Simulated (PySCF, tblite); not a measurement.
**C₄H₁₀BBrSi: geometry, infrared bands and NMR shifts**

Wanted: the infrared bands and NMR shifts of C₄H₁₀BBrSi (`C=C(C)B(Br)C[SiH3]`), by calculation.

Computed with tblite 0.8.0 and PySCF 2.14.0, with density-fitted response routines of our own, on a single molecule in the gas phase. Atoms are numbered from 0 throughout.

### 1 The molecule as given

17 atoms, charge 0, multiplicity 1; geometry from: force field or distance geometry start.

Bonds of the start (Å): C0–C1 1.32, C1–C2 1.50, C1–B3 1.57, B3–Br4 2.01, B3–C5 1.58, C5–Si6 1.89, C0–H7 1.10, C0–H8 1.08, C2–H9 1.11, C2–H10 1.13, C2–H11 1.11, C5–H12 1.11, C5–H13 1.10, Si6–H14 1.47, Si6–H15 1.46, Si6–H16 1.46.

### 2 Relaxing the molecule with GFN2-xTB

Job settings and geometry (Å):

```
{"job": {"kind": "relax", "xc": "GFN2-xTB", "basis": "xTB"}, "charge": 0, "multiplicity": 1}
C     -1.585200     1.393700    -1.270600
C     -1.248500     0.564300    -0.302200
C     -2.333100    -0.145500     0.443400
B      0.267900     0.346800     0.045300
Br     1.138100     1.879100     1.019700
C      1.033700    -1.027100    -0.149600
Si     2.793200    -0.682300     0.435900
H     -2.672000     1.490400    -1.435100
H     -0.865000     1.948600    -1.857400
H     -1.901000    -0.855300     1.182000
H     -2.870600     0.641200     1.047500
H     -3.017000    -0.670500    -0.248700
H      0.628300    -1.832500     0.505500
H      1.067300    -1.387900    -1.186300
H      2.680700    -0.202400     1.824000
H      3.278300     0.447400    -0.350900
H      3.597900    -1.895900     0.287600
```

On the command line:

```bash
> OMP_NUM_THREADS=1 python probes_run.py task.json out
```

The driver reads the jobs from task.json and runs them one after another.

**Question.** This job is followed by: GFN2-xTB harmonic vibrations, gas phase; GIAO PBE0/pcSseg-1 NMR shielding, non-relativistic, gas phase. What will the session give for the following? strongest single infrared mode (GFN2-xTB); zero-point energy (GFN2-xTB); ¹³C shifts against TMS (PBE0/pcSseg-1); ¹H shifts against TMS (PBE0/pcSseg-1, means over atoms taken as alike); ¹¹B shifts against BF3·OEt2 (PBE0/pcSseg-1); ⁷⁹Br shifts against HBr (PBE0/pcSseg-1); ²⁹Si shifts against TMS (PBE0/pcSseg-1).

The runs gave:

```
                                                              quantity                             value
                             strongest single infrared mode (GFN2-xTB)              791 cm⁻¹, 515 km/mol
                                          zero-point energy (GFN2-xTB)                     78.4 kcal/mol
                                ¹³C shifts against TMS (PBE0/pcSseg-1)      153.3, 149.0, 26.6, 18.8 ppm
¹H shifts against TMS (PBE0/pcSseg-1, means over atoms taken as alike)  6.82, 6.41, 4.05, 2.19, 1.60 ppm
                           ¹¹B shifts against BF3·OEt2 (PBE0/pcSseg-1)                          68.8 ppm
                               ⁷⁹Br shifts against HBr (PBE0/pcSseg-1)                           353 ppm
                               ²⁹Si shifts against TMS (PBE0/pcSseg-1)                         -70.6 ppm
```

Over 259 steps the energy fell by 0.896 eV; of the close pairs, B3–Br4 changed most, 2.014 to 1.896 Å. All 45 modes are real, so the xTB geometry is a minimum. The strongest single mode, at 791 cm⁻¹, is spread over several atoms, H16, H14, H15 among them. GFN2-xTB is a fitted tight-binding method: band positions and strengths are rough. Its intensities can rank the bands wrongly. C1 (fully substituted alkene carbon) lies farthest downfield among carbon, at 153.3 ppm; as expected for a trigonal carbon in a double bond. At PBE0/pcSseg-1: Shielding is most anisotropic at Br4 (span 1058 ppm, paramagnetic term -858 ppm). Spin-orbit coupling is left out, which matters for shieldings and couplings at and beside the heavy atoms.
